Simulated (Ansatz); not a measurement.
# NTi: the cost of one run

Method: def2-QZVPP, core rule «outside noble gas», up to 10 orbitals frozen; program: Ansatz 0.2.0, Gaussian basis.

Plan: UHF; ROHF; CCSD(T) on UHF.

2 further runs of the same task are left out: 2 set aside as unsound or not needed.

## 1. What is computed

The geometry is a PBE0/def2-TZVP stationary point (not a proven minimum) of the parent state, kept for this charge and spin.

2 atoms, charge 0, spin multiplicity 4.

Atoms are counted from 1 here; the program's logs count them from 0.

Bond lengths: Ti1–N2 1.543 Å.

## 2. UHF

Contents of in.yaml:

```yaml
crystal:
  periodic: [false, false, false]
  atoms:
    - {symbol: Ti, position_ang: [0.000000, 0.000000, 0.000000]}
    - {symbol: N, position_ang: [0.000000, 0.000000, 1.542510]}
basis:
  gaussian: {orbitals: "def2-QZVPP.json"}
magnetization: {spin_polarized: true, initial_magnetization: 3}
hamiltonian: {xc: hf}
output: {orbitals: {seedname: orbitals}}
```

On the command line:

```sh
$ ansatz run in.yaml --threads 1 --pin off --events-out ev --progress --plain --max-ram 3968MiB --backend cpu
```

**Question.** How long does this run take on 1 thread of AMD EPYC 7R13, shared host, and how much memory does it need?

About 11 s, with a peak of 0.38 GiB.
